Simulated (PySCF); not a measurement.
**SBrF₂−, cut into parts across a bond: interaction energy**

The task here is to estimate one member of a computed series from the others.

Programs: PySCF 2.14.0. All values are calculated, for the isolated system unless a continuum is named. Atoms count from 0, parts from 1.

### The system as given

4 atoms, charge -1, multiplicity 1; geometry: GFN2-xTB. Parts: 1 = atoms 0–2, `FSF`, charge 0; 2 = atom 3, `[Br-]`, charge -1. In the given geometry S1 and Br3 of different parts are bonded (2.36 Å), so values for the parts refer to these atom groups.

The first run:

What the job is given:

```
{"job": {"xc": "PBE0", "basis": "def2-TZVPD", "d3": "d3bj", "grid": 3, "kind": "geom", "shake": 0.01}, "charge": -1, "multiplicity": 1, "parts": [{"atoms": "0-2", "charge": 0, "multiplicity": 1}, {"atoms": "3-3", "charge": -1, "multiplicity": 1}]}
F     -1.079763     0.062571     0.181214
S      0.399910     0.625302     0.640239
F      1.084236    -0.566372    -0.530945
Br    -0.557717     2.172360     2.143989
```

Started as:

```console
$ OMP_NUM_THREADS=1 python cluster_run.py task.json out
```

The driver reads the jobs from task.json and runs them one after another.

Among the steps run: Relaxing the molecule at PBE0-D3(BJ)/def2-TZVPD; Coupled-cluster interaction energy: CCSD(T) and MP2, 2.60 Å; Coupled-cluster interaction energy: CCSD(T) and MP2, 2.73 Å; Coupled-cluster interaction energy: CCSD(T) and MP2, 2.86 Å; Coupled-cluster interaction energy: CCSD(T) and MP2, 2.47 Å; Coupled-cluster interaction energy: CCSD(T) and MP2, 3.25 Å; Coupled-cluster interaction energy: CCSD(T) and MP2, 2.34 Å; Coupled-cluster interaction energy: CCSD(T) and MP2, 3.90 Å; Coupled-cluster interaction energy: CCSD(T) and MP2, 5.21 Å.

One of the session's tables, all rows but one given; the rest of the session is left out.

It belongs to the step «Coupled-cluster interaction energy: CCSD(T) and MP2, 5.21 Å». 

```
                 method  interaction energy (kcal/mol)
         HF/aug-cc-pVDZ                          -5.54
        MP2/aug-cc-pVDZ                          -5.13
       CCSD/aug-cc-pVDZ                          -5.15
    CCSD(T)/aug-cc-pVDZ                          -5.08
         HF/aug-cc-pVQZ                          -5.50
        MP2/aug-cc-pVQZ                          -5.13
    SCS-MP2/aug-cc-pVQZ                          -5.08
      MP2, extrapolated                          -5.14
CCSD(T), limit estimate                              ?
```

Q: Estimate the row for CCSD(T), limit estimate from the others.

As computed: interaction energy (kcal/mol): -5.09. In the column «interaction energy (kcal/mol)» it lies between MP2/aug-cc-pVQZ (-5.13) and CCSD(T)/aug-cc-pVDZ (-5.08).
